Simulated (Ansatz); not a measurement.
# ZrCl (doublet): geometry optimisation

Aim: relax a generated start of ZrCl (doublet) and see which bonds hold.

Program: Ansatz 0.2.0, Gaussian basis. Level of theory: UKS PBE0/def2-TZVP. These are calculated values, not measurements.

## (1) Where the work starts

2 atoms, charge 0, spin multiplicity 2.

Atoms are counted from 1 here; the program's logs count them from 0.

Bond lengths: Zr1–Cl2 2.470 Å.

Coordinates:

```xyz
2

Zr    0.0000    0.0000    0.0000
Cl    0.0000    0.0000    2.4700
```

The start is set by covalent radii. Sticks and bond lists go by distance. No spin-orbit coupling is included. Elements past krypton take def2 core potentials.

## (2) The run

in.yaml

```yaml
crystal:
  periodic: [false, false, false]
  atoms:
    - {symbol: Zr, position_ang: [0.000000, 0.000000, 0.000000]}
    - {symbol: Cl, position_ang: [0.000000, 0.000000, 2.470000]}
basis:
  gaussian: {orbitals: def2-TZVP}
magnetization: {spin_polarized: true, initial_magnetization: 1}
hamiltonian: {xc: pbe0}
relax: {f_tol: 0.004, max_steps: 80}
```

Started as:

```bash
$ ansatz run in.yaml --threads 1 --pin off --events-out ev --progress --plain --max-ram 1740MiB
```

Before running it: what results should come out? Wanted: energy gained; shift from the start; total energy; dipole moment; ⟨S²⟩.

As calculated:

```
                  quantity           value
                     steps               4
             energy gained        0.155 eV
shift from the start (rms)         0.083 Å
              total energy  -13797.7137 eV
             dipole moment          2.84 D
                      ⟨S²⟩           1.422
```

What this shows: The bonds of the start are those of the end. Zr1–Cl2 went from 2.470 to 2.304 Å. The determinant is spin-contaminated (excess 0.67). No vibrations were run, so this is a stationary point, not a proven minimum, and this spin need not be the ground state's.
